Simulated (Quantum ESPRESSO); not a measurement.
# Si3Ge in Quantum ESPRESSO: the effect of dispersion

Crystal: Si3Ge.

```
Si Ge
1.0
     2.71500    0.00000    0.00000
    -1.35750    2.35126    0.00000
     0.00000    0.00000   10.11061
Si Ge
3 1
Direct
  0.00000 0.00000 0.50000
  0.00000 0.00000 0.74356
  0.00000 0.00000 0.25644
  0.00000 0.00000 0.00000
```

The cell was built by a generator and needn't be a form met in nature.

Alike in all runs:

| Property | Result |
| --- | --- |
| Program | Quantum ESPRESSO 7.5 |
| Task | phonons |
| Potentials or basis | GBRV 1.5 PBE |
| Cutoff | 612 eV |
| Density cutoff | 4898 eV |
| k mesh | 11 × 11 × 3 |
| Occupations | cold, width 0.2 eV |
| Spin | no spin polarisation |

Each run relaxes the cell or the atoms first.

Q: One run gave: relaxed volume 16.83 Å³/atom; highest phonon frequency 335 cm⁻¹. Which dispersion did it use?
A. none
B. rVV10
C. rev-vdW-DF2
D. D3(BJ) two-body
E. D2

A: B.

| dispersion | functional | relaxed volume (Å³/atom) | highest phonon frequency (cm⁻¹) |
| --- | --- | --- | --- |
| none | PBE | 16.17 | 360 |
| D2 | PBE | 15.59 | 389 |
| D3(BJ) two-body | PBE | 15.47 | 377 |
| rVV10 | rPW86PBE | 16.83 | 335 |
| rev-vdW-DF2 | rev-vdW-DF2 | 16.24 | 361 |

Caveats: the mesh is thin for the phonons of a metal (some runs); pairwise dispersion overbinds metals, which lowers pressure and volume (some runs); the potentials were made for another functional, which shifts forces and pressure (some runs); before the sum rule the acoustic modes lie tens of cm⁻¹ from zero, a sign that the density grid also shifts the optical modes (some runs).
